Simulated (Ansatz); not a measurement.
# Al3Sn2H3: from a guess to a relaxed structure, part 2 of 2

Where does this trial cell of Al3Sn2H3 go when cell and atoms are let free?

Ansatz 0.2.0; DFT PBE, scalar-relativistic, plane waves, PAW. The steps go on from the part before.

### Step 4. Final relaxation

The end of the coarse run is made exact in the group found at a tolerance of 0.06 Å and reduced to its primitive cell.

input.yaml

```yaml
crystal:
  lattice:
    - [5.2346479483, 0.0, 0.0]
    - [0.0, 5.2346479483, 0.0]
    - [0.0, 0.0, 5.2346479483]
  atoms:
    - { symbol: Al, position: [0.5, 0.0, 0.0] }
    - { symbol: Al, position: [0.0, 0.5, 0.0] }
    - { symbol: Al, position: [0.0, 0.0, 0.5] }
    - { symbol: Sn, position: [0.5, 0.5, 0.5] }
    - { symbol: Sn, position: [0.0, 0.0, 0.0] }
    - { symbol: H, position: [0.0, 0.5, 0.5] }
    - { symbol: H, position: [0.5, 0.0, 0.5] }
    - { symbol: H, position: [0.5, 0.5, 0.0] }
basis:
  ecutwfc: 420
kpoints:
  mp_grid: { grid: [8, 8, 8] }
hamiltonian:
  xc: pbe
scf:
  occupations: { method: gaussian, width: 0.1 }
output:
  forces: true
  stress: true
  eigenvalues: true
  write_density: true
  write_potential: true
  elf: true
  volumetric_format: npy
relax:
  adjacent_minimum: "off"
  f_tol: 0.01
  max_steps: 80
  cell: { stress_tol: 0.05 }
```

Started as:

```sh
ansatz run input.yaml --threads 1 --pin off --max-ram 2048MiB --backend cpu --events-out ev --progress --plain --runs-dir out
```

Log:

```text
Warning: RAYON_NUM_THREADS=1 ignored (pool sized by the plan → 1); use --threads N
Engine: ansatz 0.2.0, aarch64-unknown-linux-gnu
Pseudopotentials: kind: paw
Pseudopotential: Al, paw, valence charge 3, recommended cutoff 420 eV (normal), Al.paw.azcp
Pseudopotential: Sn, paw, valence charge 14, recommended cutoff 420 eV (normal), Sn.paw.azcp
Pseudopotential: H, paw, valence charge 1, recommended cutoff 420 eV (normal), H.paw.azcp
Functional definition: PBE
  parameter kappa = 0.804
  parameter beta = 0.06672455060314922
  exchange = pbe_x(kappa = kappa, mu = beta*pi^2/3)
  correlation = pbe_c(beta = beta)
Crystal: 8 atoms, lattice volume = 143.437 Å³
Basis set: ecut = 420 eV, 2801 PW (Γ), exchange–correlation on 72×72×72 points (8 copies of the dense FFT grid, shifted against one another)
Bands: 28, of which v1, the nominal top of the filled ones, is band 20 counted from 1 (19 counted from 0)
Symmetry: 48 space group operations
Space group: Pm-3m (ITA 221), of the structure as read, at distance tolerance 5.2e-5 Å
k-points: 35 of 512
Non-local potential: Al, projectors of the file, l = 0: 2, l = 1: 2, l = 2: 1
Non-local potential: Sn, projectors of the file, l = 0: 2, l = 1: 2, l = 2: 2, l = 3: 2
Non-local potential: H, projectors of the file, l = 0: 2, l = 1: 1
PAW form: soft (Blöchl's): semilocal exchange-correlation on the pseudo side does not see the compensation charge
PAW one-centre angular grid: Al, 110 points (default); XC on 64 Gauss nodes
PAW one-centre angular grid: Sn, 590 points (default); XC on 64 Gauss nodes
PAW one-centre angular grid: H, 110 points (default); XC on 64 Gauss nodes
Initial density: superposition of atomic densities (neutral atoms: chi_scale 0, normalization atom), corrected by the library's trained network
Initial wavefunctions: pseudopotential atomic-orbital guess
Functional: x = pbe(κ = 0.804, μ = 0.2195149727645171), c = pbe(β = 0.06672455060314922)
SCF iter   1: F=—  HF=-13703.000944 eV  |F-HF|=—  |Δ(HF+E_count)|=         —  Δρ=3.86e-3  dr2=6.13e-2  ethr=1.77e-3  ⟨swp⟩=8.5  Hψ=5526  notcnv=0
preconditioner: auto → Kerker (q_TF=auto, 2.205 Å⁻¹)  [metal: Δε(μ)=0.027 eV  Ē_g=6.710 eV  σ=0.100 eV  W_gap=0.15  n_scr=26 (ndim 8)  ℏωp=13.9 eV  f_vac=0.000  D(μ)=4.35/eV (n_scr^D=26)]
SCF iter   2: F=—  HF=-13702.988218 eV  |F-HF|=—  |Δ(HF+E_count)|=   1.27e-2  Δρ=1.98e-3  dr2=1.65e-2  ethr=1.53e-4  ⟨swp⟩=1.2  Hψ=1268  notcnv=0
SCF iter   3: F=—  HF=-13702.983867 eV  |F-HF|=—  |Δ(HF+E_count)|=   4.35e-3  Δρ=5.78e-4  dr2=7.35e-4  ethr=4.11e-5  ⟨swp⟩=2.1  Hψ=1107  notcnv=0
SCF iter   4: F=—  HF=-13702.983663 eV  |F-HF|=—  |Δ(HF+E_count)|=   2.04e-4  Δρ=1.94e-4  dr2=5.67e-5  ethr=1.84e-6  ⟨swp⟩=2.1  Hψ=1592  notcnv=0
SCF iter   5: F=—  HF=-13702.983675 eV  |F-HF|=—  |Δ(HF+E_count)|=   1.16e-5  Δρ=4.08e-5  dr2=3.15e-6  ethr=1.42e-7  ⟨swp⟩=3.0  Hψ=1709  notcnv=0  defer=9
SCF iter   6: F=—  HF=-13702.983675 eV  |F-HF|=—  |Δ(HF+E_count)|=   1.80e-7  Δρ=1.50e-5  dr2=4.42e-7  ethr=7.88e-9  ⟨swp⟩=2.1  Hψ=1360  notcnv=0  defer=11
SCF iter   7: F=-13702.983675 eV  HF=-13702.983675 eV  |F-HF|=1.13e-8  |Δ(HF+E_count)|=   4.18e-8  Δρ=4.16e-6  dr2=1.38e-8  ethr=2.50e-10  ⟨swp⟩=14.4  Hψ=7782  notcnv=0
SCF 1 converged in 7 iterations: F = -13702.983675 eV  dr2 = 1.38e-8
relax step   1: F+E_penalty+E_count = -13702.98367464 eV  Δ(F+E_penalty+E_count) = +0.000e0 eV  max|allowed force component| = 5.305e-28 eV/Å  Δτ_max = 0.0000 Å  P = -0.281 GPa  Ω = 143.437 Å³  (7 SCF iters, dr2 threshold 1.00e-7 eV, accepted)
Crystal: 8 atoms, lattice volume = 142.249 Å³
Initial density: handed on by an earlier stage of this run
Initial wavefunctions: those handed on with the density
iter 1 solved again at ethr=4.68e-7 eV; its pass at ethr=3.10e-3 eV (dr2=1.87e-4 eV) is discarded
SCF iter   1: F=—  HF=-13702.984852 eV  |F-HF|=—  |Δ(HF+E_count)|=         —  Δρ=2.18e-4  dr2=8.43e-5  ethr=4.68e-7  ⟨swp⟩=2.9  Hψ=5459  notcnv=0
preconditioner: auto → Kerker (q_TF=auto, 2.208 Å⁻¹)  [metal: Δε(μ)=0.016 eV  Ē_g=6.740 eV  σ=0.100 eV  W_gap=0.09  n_scr=26 (ndim 8)  ℏωp=13.9 eV  f_vac=0.000  D(μ)=4.33/eV (n_scr^D=26)]
SCF iter   2: F=—  HF=-13702.984858 eV  |F-HF|=—  |Δ(HF+E_count)|=   5.75e-6  Δρ=1.30e-4  dr2=3.17e-5  ethr=2.11e-7  ⟨swp⟩=1.0  Hψ=980  notcnv=0
SCF iter   3: F=—  HF=-13702.984849 eV  |F-HF|=—  |Δ(HF+E_count)|=   9.25e-6  Δρ=2.19e-5  dr2=1.01e-6  ethr=7.92e-8  ⟨swp⟩=2.3  Hψ=1301  notcnv=0
SCF iter   4: F=-13702.984848 eV  HF=-13702.984848 eV  |F-HF|=2.85e-8  |Δ(HF+E_count)|=   2.55e-7  Δρ=6.30e-6  dr2=6.37e-8  ethr=4.94e-10  ⟨swp⟩=11.2  Hψ=7314  notcnv=0
SCF 2 converged in 4 iterations: F = -13702.984848 eV  dr2 = 6.37e-8
relax step   2: F+E_penalty+E_count = -13702.98484834 eV  Δ(F+E_penalty+E_count) = -1.174e-3 eV  max|allowed force component| = 2.944e-29 eV/Å  Δτ_max = 0.0000 Å  P = +0.086 GPa  Ω = 142.249 Å³  energy of the carried Pulay correction = +4.386e-4 eV  (4 SCF iters, dr2 threshold 1.97e-7 eV, accepted)
Crystal: 8 atoms, lattice volume = 142.524 Å³
iter 1 solved again at ethr=2.10e-8 eV; its pass at ethr=3.10e-3 eV (dr2=8.40e-6 eV) is discarded
SCF iter   1: F=—  HF=-13702.984798 eV  |F-HF|=—  |Δ(HF+E_count)|=         —  Δρ=5.05e-5  dr2=4.26e-6  ethr=2.10e-8  ⟨swp⟩=3.0  Hψ=5497  notcnv=0
preconditioner: auto → Kerker (q_TF=auto, 2.208 Å⁻¹)  [metal: Δε(μ)=0.017 eV  Ē_g=6.731 eV  σ=0.100 eV  W_gap=0.09  n_scr=26 (ndim 8)  ℏωp=13.9 eV  f_vac=0.000  D(μ)=4.34/eV (n_scr^D=26)]
SCF iter   2: F=—  HF=-13702.984820 eV  |F-HF|=—  |Δ(HF+E_count)|=   2.20e-5  Δρ=3.02e-5  dr2=1.63e-6  ethr=1.06e-8  ⟨swp⟩=2.6  Hψ=1321  notcnv=0
SCF iter   3: F=—  HF=-13702.984819 eV  |F-HF|=—  |Δ(HF+E_count)|=   4.55e-7  Δρ=5.03e-6  dr2=5.42e-8  ethr=4.08e-9  ⟨swp⟩=2.1  Hψ=1306  notcnv=0
SCF iter   4: F=-13702.984819 eV  HF=-13702.984819 eV  |F-HF|=1.77e-9  |Δ(HF+E_count)|=   1.29e-8  Δρ=1.45e-6  dr2=3.93e-9  ethr=4.57e-11  ⟨swp⟩=9.1  Hψ=5942  notcnv=0
SCF 3 converged in 4 iterations: F = -13702.984819 eV  dr2 = 3.93e-9
relax step   3: F+E_penalty+E_count = -13702.98481909 eV  Δ(F+E_penalty+E_count) = +2.926e-5 eV  max|allowed force component| = 7.769e-30 eV/Å  Δτ_max = 0.0000 Å  P = -0.001 GPa  Ω = 142.524 Å³  energy of the carried Pulay correction = +3.367e-4 eV  (4 SCF iters, dr2 threshold 1.83e-8 eV, accepted)
Initial wavefunctions: pseudopotential atomic-orbital guess (no wavefunctions were taken with the density)
iter 1 solved again at ethr=8.21e-7 eV; its pass at ethr=3.10e-3 eV (dr2=3.28e-4 eV) is discarded
SCF iter   1: F=—  HF=-13702.984485 eV  |F-HF|=—  |Δ(HF+E_count)|=         —  Δρ=9.11e-6  dr2=2.74e-8  ethr=8.21e-7  ⟨swp⟩=3.1  Hψ=7777  notcnv=0
eigensolver tolerance schedule: the retry pair's looser diagonalisation over-reported the residual by 11970.97 of it (diagonalisation noise at an unbounded share of the residual, at the tolerance the schedule requests for it); recorded, not acted on — ethr = c·dr2/N_el stays at c = 1.0e-1
preconditioner: auto → Kerker (q_TF=auto, 2.208 Å⁻¹)  [metal: Δε(μ)=0.017 eV  Ē_g=6.731 eV  σ=0.100 eV  W_gap=0.10  n_scr=26 (ndim 8)  ℏωp=13.9 eV  f_vac=0.000  D(μ)=4.34/eV (n_scr^D=26)]
SCF iter   2: F=—  HF=-13702.984506 eV  |F-HF|=—  |Δ(HF+E_count)|=   2.12e-5  Δρ=4.61e-6  dr2=7.22e-9  ethr=6.86e-11  ⟨swp⟩=3.5  Hψ=2073  notcnv=0
SCF iter   3: F=—  HF=-13702.984506 eV  |F-HF|=—  |Δ(HF+E_count)|=   2.18e-8  Δρ=2.16e-6  dr2=2.30e-9  ethr=1.80e-11  ⟨swp⟩=2.1  Hψ=1255  notcnv=0
SCF iter   4: F=—  HF=-13702.984506 eV  |F-HF|=—  |Δ(HF+E_count)|=   5.71e-9  Δρ=2.10e-7  dr2=9.97e-11  ethr=5.76e-12  ⟨swp⟩=2.0  Hψ=1329  notcnv=0
SCF iter   5: F=-13702.984506 eV  HF=-13702.984506 eV  |F-HF|=7.28e-12  |Δ(HF+E_count)|=  2.55e-11  Δρ=1.08e-7  dr2=2.22e-11  ethr=1.00e-12  ⟨swp⟩=7.6  Hψ=4743  notcnv=0
SCF 4 converged in 5 iterations: F = -13702.984506 eV  dr2 = 2.22e-11
relax step   4: F+E_penalty+E_count = -13702.98450643 eV  Δ(F+E_penalty+E_count) = +3.127e-4 eV  max|allowed force component| = 1.454e-29 eV/Å  Δτ_max = 0.0000 Å  P = -0.003 GPa  Ω = 142.524 Å³  stress off target by 2.86e-3 GPa  SCF on the basis re-selected at this cell (its energy is not comparable with the rows above)  (5 SCF iters)
basis re-selected at this cell: Δ(F+E_penalty+E_count) = +3.127e-4 eV, ΔP = -0.002 GPa vs the last step (what re-selecting the basis moved, of the pressure what is left beyond the Pulay correction that the steps carried, after the strain that the cell walked since its last selection, with what the two solves' SCF thresholds leave and, on support functions, any second-order correction that the steps lacked; it is no measure of the basis error at this ecutwfc). This SCF's stress stands 2.86e-3 GPa from its target on what of the cell is left free (relax.cell.stress_tol is 5.00e-2 GPa) and its largest allowed force component is 1.45e-29 eV/Å (relax.f_tol is 1.00e-2 eV/Å): within both
SCF converged after 5 iterations
Free energy (F): -13702.984506 eV
Harris-Foulkes:  -13702.984506 eV  (|F-HF|=7.28e-12)
Internal energy: -13702.962825 eV  (E = F + TS)
E sigma→0 (E₀):  -13702.973666 eV
Entropy (-TS):   -0.021682 eV (-2.710 meV/atom)
Fermi energy:    6.510903 eV
--- Per-component energies (eV) ---
  E_band       = -259.055446
  E_kinetic    = 467.356312
  E_local      = -2513.122785  (includes V_loc(G=0)·N_el)
  E_nonlocal   = -27.832527
  E_hartree    = 1420.329953
  E_xc         = -904.621395
  E_vxc        = -304.923904  (∫ρ·V_xc dr)
  E_paw        = -9674.382617  (= ΣΔE_a)
  E_vpaw       = -721.189748  (= ΣTr[D̂ρ^β])
  E_aug_tail   = -0.002842  (compensation charges beyond the density's cutoff)
  E_ewald      = -2470.686923
  E_smearing   = -0.021682  (= −TS)
  E_closure    = 0.000000  (closes the sum)
  Σ components = -13702.984506   (vs F -13702.984506, Δ=0.00e0)
--- Forces (eV/Å), atoms counted from 1 ---
  atom   1  Al     0.00000000     0.00000000     0.00000000
  atom   2  Al     0.00000000     0.00000000     0.00000000
  atom   3  Al    -0.00000000    -0.00000000     0.00000000
  atom   4  Sn    -0.00000000    -0.00000000     0.00000000
  atom   5  Sn     0.00000000    -0.00000000    -0.00000000
  atom   6  H     -0.00000000    -0.00000000     0.00000000
  atom   7  H     -0.00000000     0.00000000     0.00000000
  atom   8  H      0.00000000    -0.00000000     0.00000000
  max |Σ_I F_I| component: 1.83e-29 eV/Å
--- Stress (GPa, compression-positive) ---
       -0.002855       0.000000      -0.000000
        0.000000      -0.002855       0.000000
       -0.000000       0.000000      -0.002855
  P = ⅓ Tr σ = -0.0029 GPa (-0.029 kbar)
--- Band table (eV; the first three rows and the last of 35) ---
  k-point 0: bands = ["-15.2309", "-15.2309", "-15.1269", "-15.1269", "-15.1269", "-14.9876", "-14.9876", "-14.9876", "-14.9827", "-14.9827", "-4.0519", "-0.6728", "2.0576", "2.0576", "2.5962", "2.5962", "2.5962", "5.1455", "5.9923", "5.9923", "6.5591", "6.5591", "6.5591", "8.4693", "8.4693", "8.4693", "10.0848", "10.2983"]
  k-point 1: bands = ["-15.2309", "-15.2300", "-15.1269", "-15.1269", "-15.1269", "-14.9877", "-14.9877", "-14.9876", "-14.9827", "-14.9823", "-3.9812", "-0.7773", "1.4255", "2.1330", "2.6560", "2.6560", "3.3722", "4.7356", "5.5698", "5.8905", "6.3981", "6.3981", "7.3860", "8.2623", "8.2623", "9.0036", "9.7463", "10.3651"]
  k-point 2: bands = ["-15.2308", "-15.2280", "-15.1270", "-15.1270", "-15.1268", "-14.9879", "-14.9879", "-14.9877", "-14.9827", "-14.9814", "-3.7794", "-1.1540", "1.0923", "2.3564", "2.8205", "2.8205", "3.2134", "4.7953", "5.1889", "5.9458", "5.9458", "6.2077", "8.0630", "8.1923", "8.1923", "9.7849", "10.0868", "10.4948"]
  k-point 34: bands = ["-15.2221", "-15.2221", "-15.1274", "-15.1274", "-15.1274", "-14.9885", "-14.9885", "-14.9885", "-14.9787", "-14.9787", "-2.3512", "-0.1478", "0.6650", "0.6650", "0.6650", "1.2851", "1.2851", "1.2851", "10.0157", "10.0157", "10.0157", "10.0755", "10.0755", "10.1625", "10.1625", "10.1625", "10.7862", "10.7862"]
--- Relaxed structure (3 steps of the walk, 3 accepted, 1 SCFs on fresh bases) ---
  F+E_penalty+E_count = -13702.98450643 eV   max|allowed force component| = 1.454e-29 eV/Å   (the final SCF, on the basis selected at the relaxed cell)
  cell:  # Å, volume = 142.5242 Å³
    - [5.223515882142846, -1.7975346147614202e-33, 2.5679065925163143e-34]
    - [-1.7975346147614202e-33, 5.223515882142846, 0.0]
    - [3.851859888774472e-34, 0.0, 5.223515882142846]
  atoms:
    - { symbol: Al, position: [0.5, -6.131994495813528e-35, 4.024121387749508e-36] }
    - { symbol: Al, position: [4.713970768437257e-35, 0.5, 4.024121387838744e-36] }
    - { symbol: Al, position: [1.6977959760038867e-34, 9.197991743544424e-36, 0.5] }
    - { symbol: Sn, position: [0.5, 0.5, 0.5] }
    - { symbol: Sn, position: [-6.0170195993335e-35, 2.7593975230976957e-35, -5.1738703560030047e-36] }
    - { symbol: H, position: [-8.048242776402496e-36, 0.5, 0.5] }
    - { symbol: H, position: [0.5, -3.679196697445133e-35, 0.5] }
    - { symbol: H, position: [0.5, 0.5, 1.015611588404555e-35] }
```

It took 34 s on 1 thread of Arm Neoverse V1, shared host; peak memory 0.43 GiB.

Relaxation path:

| step | E - E(step 1) (eV/cell) | largest force component (eV/Å) | pressure (GPa) | volume (Å³) |
| --- | --- | --- | --- | --- |
| 1 | 0.0000 | 0.0000 | -0.28 | 143.44 |
| 2 | -0.0012 | 0.0000 | 0.09 | 142.25 |
| 3 | -0.0011 | 0.0000 | 0.00 | 142.52 |
| 4 | -0.0008 | 0.0000 | 0.00 | 142.52 |

Step 1 is the start. Step 4 repeats the geometry before it on a plane-wave basis chosen anew for that cell, so its energy need not be comparable with the rows above.

|  | before | after | change |
| --- | --- | --- | --- |
| a (Å) | 5.235 | 5.224 | -0.2 % |
| b (Å) | 5.235 | 5.224 | -0.2 % |
| c (Å) | 5.235 | 5.224 | -0.2 % |
| volume (Å³/atom) | 17.93 | 17.82 | -0.6 % |
| shortest distance (Å) | 2.617 | 2.612 | -0.2 % |
| space group (0.01 Å) | Pm-3m | Pm-3m | same |

Forces and stress were held to the start's 48 operations: a distortion of lower symmetry was not tested.

Density in a lattice plane of the grid's cell (edges 5.22 and 5.22 Å, at 0.000 of the third edge), which holds Al and Sn and H.

Ten even steps from '0' (0.07 e/Å³) to '9' (16.67 e/Å³):
```
753100000000000000000135
221000000000000000000012
000000000000000000000000
000000000000000000000000
000000000000000000000000
000000000000000000000000
000000000000000000000000
000000000000000000000000
000000000000000000000000
000000000000000000000000
000000000000000000000000
000000000000000000000000
000000000000000000000000
000000000000000000000000
000000000000000000000000
000000000000000000000000
000000000000000000000000
221000000000000000000012
753100000000000000000135
974100000000000000000147
```
Columns run along the first of these edges and rows up along the second, over one cell in 24 and 20 even steps from the bottom left corner. Atoms in the plane (fractional): Al at (0.50, 0.00), Al at (0.00, 0.50), Sn at (1.00, 1.00), H at (0.50, 0.50).

ELF in the same plane.

Ten even steps from ' ' (0.00) to '@' (1.00):
```
      ::--==**%%%%**::::==::::**%%%%**==--::    
  ....::--==**##%%##==::..::==##%%##**==--::....
::::------==++********++==++********++==------::
--==========--======++++++++++======--==========
******++==--::::::::--======--::::::::--==++****
%%%%%%##++--::....::----==----::....::--++##%%%%
########**==::..::--++**##**++--::..::==**######
..::==****==--::--**%%@@@@@@%%**--::--==****==::
--....--++++----++%%@@@@@@@@@@%%++----++++--....
##++..--++++==--++%%@@@@@@@@@@%%++--==++++--..++
--....--++++----++%%@@@@@@@@@@%%++----++++--....
..::==****==--::--**%%@@@@@@%%**--::--==****==::
########**==::..::--++**##**++--::..::==**######
%%%%%%##++--::....::----==----::....::--++##%%%%
******++==--::::::::--======--::::::::--==++****
--==========--======++++++++++======--==========
::::------==++********++==++********++==------::
  ....::--==**##%%##==::..::==##%%##**==--::....
      ::--==**%%%%**::::==::::**%%%%**==--::    
      ..::==**%%%%++..==##==..++%%%%**==::..    
```
Columns run along the first of these edges and rows up along the second, over one cell in 24 and 20 even steps from the bottom left corner. Atoms in the plane (fractional): Al at (0.50, 0.00), Al at (0.00, 0.50), Sn at (1.00, 1.00), H at (0.50, 0.50).

Both are smooth fields of the valence electrons: close to the nuclei they are not physical.

Outside the cores ELF peaks at 1.00 at H; 0.89 on the Al–Sn line, 1.1 Å from Al; 0.62 in the shell around Al, 1.0 Å from Al.

### Step 5. Changing settings: lower_state_search standard, mixing.algorithm anderson, mixing.beta 0.5

Edit input.yaml of step 4 so:

```diff
@@ -22,10 +22,8 @@
   occupations: { method: gaussian, width: 0.1 }
+  lower_state_search: standard
+  mixing: { algorithm: anderson, beta: 0.5 }
 output:
   forces: true
+  eigenvalues: true
   stress: true
-  eigenvalues: true
-  write_density: true
-  write_potential: true
-  elf: true
-  volumetric_format: npy
 relax:
```

Started as:

```sh
ansatz run input.yaml --threads 1 --pin off --max-ram 2048MiB --backend cpu --events-out ev --progress --plain --runs-dir out
```

Log (excerpt; [...] marks lines left out):

```text
Warning: RAYON_NUM_THREADS=1 ignored (pool sized by the plan → 1); use --threads N
[...]
[... 5 set-up lines as earlier in the session ...]
[...]
Crystal: 8 atoms, lattice volume = 143.437 Å³
Basis set: ecut = 420 eV, 2801 PW (Γ), exchange–correlation on 72×72×72 points (8 copies of the dense FFT grid, shifted against one another)
Bands: 28, of which v1, the nominal top of the filled ones, is band 20 counted from 1 (19 counted from 0)
[... 2 set-up lines as earlier in the session ...]
k-points: 35 of 512
[...]
[... band rows left out ...]
[...]
--- Relaxed structure (3 steps of the walk, 3 accepted, 1 SCFs on fresh bases) ---
  F+E_penalty+E_count = -13702.98450646 eV   max|allowed force component| = 1.092e-29 eV/Å   (the final SCF, on the basis selected at the relaxed cell)
  cell:  # Å, volume = 142.5242 Å³
    - [5.223514804271778, -5.7777898331617076e-34, 2.5679065925163143e-34]
    - [-3.2098832406453932e-34, 5.223514804271778, 6.419766481290786e-35]
    - [2.5679065925163143e-34, 6.419766481290786e-35, 5.223514804271778]
  atoms:
    - { symbol: Al, position: [0.5, -1.0922615195650551e-34, 1.245561381964628e-35] }
    - { symbol: Al, position: [5.308007735271095e-35, 0.5, -5.940369667769522e-36] }
    - { symbol: Al, position: [4.6948082857284914e-35, 1.954573245533258e-35, 0.5] }
    - { symbol: Sn, position: [0.5, 0.5, 0.5] }
    - { symbol: Sn, position: [-1.339457547680112e-34, 8.699767190920724e-35, -1.5138361411343575e-35] }
    - { symbol: H, position: [8.374004983280805e-35, 0.5, 0.5] }
    - { symbol: H, position: [0.5, -2.0312231767373755e-35, 0.5] }
    - { symbol: H, position: [0.5, 0.5, 9.389616571788266e-36] }
```

It took 31 s on 1 thread of Arm Neoverse V1, shared host; peak memory 0.43 GiB.

| run | ending | energy change | pressure (GPa) | gap (eV) | force (eV/Å) | cycles | time |
| --- | --- | --- | --- | --- | --- | --- | --- |
| step 4 | converged | 0 | 0.0 | 0.00 | 0.00 | - | 34 s |
| variant | converged | 0.0 meV/atom | 0.0 | 0.00 | 0.00 | - | 31 s |

The changed input (search for lower states and mixing) leaves the energy the same to the digits printed.

### Step 6. Outcome

What follows sums up all 2 parts. Changes of volume or cell count from the first structure of part 1.

```
                                                                       quantity                                                                      value
                                         symmetry at the end (tolerance 0.05 Å)                                                space group Pm-3m (No. 221)
                                                              conventional cell  a = 5.224 Å, b = 5.224 Å, c = 5.224 Å, α = 90.00°, β = 90.00°, γ = 90.00°
                                                                         volume                                                              17.82 Å³/atom
energy over the elements (uncorrected; H, N, O, F and Cl as molecules), grey Sn                                                              +0.70 eV/atom
                                                                gap on the mesh                                                               none (metal)
```

The space group Pm-3m (No. 221) is kept, and the volume per atom grows by 11.6 % from the first guess. The formation energy is positive, so the separate elements lie lower. No finished test with a distortion of lower symmetry is shown, so the end may be a saddle point.
